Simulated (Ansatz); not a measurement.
This script makes an equation of state with a fit of PbO, space group P4/nmm with the Python package of Ansatz (0.2.0).

The script, `pbo_eos.py`:
```python
# -*- coding: utf-8 -*-
import warnings

import ansatz as az
import numpy as np
from pymatgen.analysis.eos import EOS

VECTORS = np.array([
    [3.99, 0.0, 0.0],
    [0.0, 3.99, 0.0],
    [0.0, 0.0, 5.01],
])
SITES = [
    ("Pb", (0.0, 0.5, 0.24)),
    ("Pb", (0.5, 0.0, 0.76)),
    ("O", (0.0, 0.0, 0.0)),
    ("O", (0.5, 0.5, 0.0)),
]


def make_crystal(cell):
    crystal = az.Crystal(lattice=az.Lattice.of(cell))
    for symbol, position in SITES:
        crystal = crystal.atom(symbol, position)
    return crystal

warnings.simplefilter("ignore", az.DeckWarning)

volumes, energies = [], []
for scale in np.linspace(0.94, 1.06, 7):
    cell = VECTORS * scale ** (1 / 3)
    setup = make_crystal(cell).calculation()
    setup = setup.functional("mr2scan")
    setup = setup.accuracy("low").occupations("Fixed")
    setup = setup.scf(tolerance=1e-06, extra_bands=12).basis(600)
    setup = setup.kpoints(4, 4, 4)
    data = setup.run().report
    volumes.append(abs(np.linalg.det(cell)) / len(SITES))
    energies.append(data["free_energy_ev"] / len(SITES))
    print(f"V = {volumes[-1]:8.4f} A^3/atom  F = {energies[-1]:.5f} eV/atom")

for form in ["birch_murnaghan", "vinet"]:
    fit = EOS(eos_name=form).fit(volumes, energies)
    print(f"{form:18s} V0 {fit.v0:8.4f} A^3/atom  B0 {fit.b0_GPa:7.1f} GPa  B1 {fit.b1:5.2f}")
```

From its runs, with one value withheld:

| V (Å³/atom) | F less the lowest row shown (meV/atom) |
| --- | --- |
| 18.744 | ? |
| 19.142 | 7.64 |
| 19.541 | 1.45 |
| 19.940 | 0.00 |
| 20.339 | 2.80 |
| 20.738 | 9.40 |
| 21.136 | 19.39 |

What is the missing energy at 18.744 Å³ an atom?

A third-order Birch-Murnaghan fit, E = E0 + (9 V0 B0 / 16) [(t - 1)³ B' + (t - 1)² (6 - 4t)] with t = (V0/V)^(2/3), through the 6 rows shown gives V0 = 19.870 Å³, B0 = 86.5 GPa, B' = 4.52 and E0 = -0.07 meV. At V = 18.744 Å³, t = 1.03967, and the fit extrapolates to 19.13 meV. The run gave 19.13 meV, a miss of 0.00 meV.

These settings explore the input space; cutoff and mesh may be short of convergence. Shape and fractional positions are held along the curve, so the bulk modulus is an upper value where they are free to relax, by a factor of two or more in layered or hydrogen-bonded cells. Of the deposited cell: the entry's cell lengths or inner coordinates differ somewhat from later room-temperature determinations. Spin-orbit coupling, which matters for elements this heavy, is left out. The starting cell is as deposited in a crystallographic database; the results hold for this polymorph, which needn't be the stable one. It ran for 39 s on 1 thread of Arm Neoverse V1 (shared host), peak memory 0.61 GiB.

(A comment or docstring line of the script was reworded after the run, the code is as it ran.)
